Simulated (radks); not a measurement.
# As⁺ in [Ar] 3d10 4s2 4p1 5p1: an all-electron calculation

Aim: the levels, the sizes of the orbitals and the parts of the energy of the arsenic ion As+.

Program: radks (a radial shooting solver on a logarithmic mesh, Libxc functionals) version 1. Level of theory: Dirac Kohn-Sham, HCTH/407, spin-unpolarised, spherical densities, finite nucleus; open shells fill j = l - 1/2 first. These are calculated values, not measurements, unless marked.

**1. The atom as given**

- element: arsenic (Z = 33)
- charge: +1
- electrons: 32
- configuration: [Ar] 3d10 4s2 4p1 5p1
- nuclear rms radius: 4.0968 fm

**2. The run**

Settings of this run:

```text
Z 33
configuration [Ar] 3d10 4s2 4p1 5p1 5s0 4d0
relativity Dirac
functional hcth_407
spin unpolarised
j_filling energy
nucleus finite rms 4.0968 fm
c 137.035999084
```

Q: Predict the outcome of this run.

The runs gave:

```
                        quantity                   value
                    total energy     -2261.67500 hartree
exchange-correlation share of it                  3.75 %
                            −T/E                  1.0224
          highest occupied level        5p1/2, -5.159 eV
    most extended occupied level  5p1/2, <r> = 5.88 bohr
 radius at density 0.001 e/bohr³               4.12 bohr
    maxima of the radial density                       4
```

The radial density shows 4 maxima for 5 occupied principal shells; where shells overlap, one shows as a shoulder or not at all. Relativity lifts −T/E to 1.022. This is not the tabulated ground configuration, so its levels and sizes aren't those of the ground state, and no measured value stands beside it.
